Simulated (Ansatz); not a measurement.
# TaRu: the cost of one run

Method: DFT r2SCAN, scalar-relativistic, plane waves, PAW, in Ansatz 0.2.0.

### 1 Starting point

The structure is cubic, space group Pm-3m (No. 221). The conventional cell has a = 3.187 Å, b = 3.187 Å, c = 3.187 Å, α = 90.00°, β = 90.00°, γ = 90.00°. Around Ta (site symmetry m-3m) lie 8 Ru at 2.76 Å. Ru (site symmetry m-3m) is surrounded by 8 Ta at 2.76 Å.

As a file:

```cif
data_structure
_symmetry_space_group_name_H-M 'Pm-3m'
_symmetry_Int_Tables_number 221
_cell_length_a 3.1870
_cell_length_b 3.1870
_cell_length_c 3.1870
_cell_angle_alpha 90.000
_cell_angle_beta 90.000
_cell_angle_gamma 90.000
_cell_volume 32.37
loop_
_atom_site_label
_atom_site_type_symbol
_atom_site_symmetry_multiplicity
_atom_site_Wyckoff_symbol
_atom_site_fract_x
_atom_site_fract_y
_atom_site_fract_z
_atom_site_occupancy
Ta1 Ta 1 b 0.50000 0.50000 0.50000 1
Ru1 Ru 1 a 0.00000 0.00000 0.00000 1
```

The cell is taken as given, not relaxed at this level.

### 2 Zero of energy

Reference values: F = -15835.6470 eV; pressure -7.60 GPa; largest force 0.000 eV/Å; gap on the mesh none (metal). It was computed beforehand with the settings of the runs below.

### 3 Next: a sublattice displacement scan

Every Ta atom is moved by x along the Cartesian unit vector (0.000, 0.000, 1.000); the cell and all other atoms stay fixed. Forces below are components along that vector, summed over the moved atoms.

### 4 Point x = -0.100 Å

Contents of input.yaml:

```yaml
crystal:
  lattice:
    - [3.187, 0.0, 0.0]
    - [0.0, 3.187, 0.0]
    - [0.0, 0.0, 3.187]
  atoms:
    - { symbol: Ta, position: [0.5, 0.5, 0.468622529] }
    - { symbol: Ru, position: [0.0, 0.0, 0.0] }
basis:
  ecutwfc: 500
kpoints:
  mp_grid: { grid: [16, 16, 16] }
hamiltonian:
  xc: r2scan
scf:
  occupations: { method: gaussian, width: 0.15 }
output:
  forces: true
  stress: true
  eigenvalues: true
  write_density: true
  write_potential: true
  elf: true
  volumetric_format: npy
```

Run with:

```sh
ansatz run input.yaml --threads 1 --pin off --max-ram 2560MiB --backend cpu --events-out ev --progress --plain --runs-dir out
```

**Question.** How long does this run take on 1 thread of Intel Xeon at 2.50GHz (Skylake/Cascade Lake), shared host, and how much memory does it need?

About 1.8 min, with a peak of 0.66 GiB.
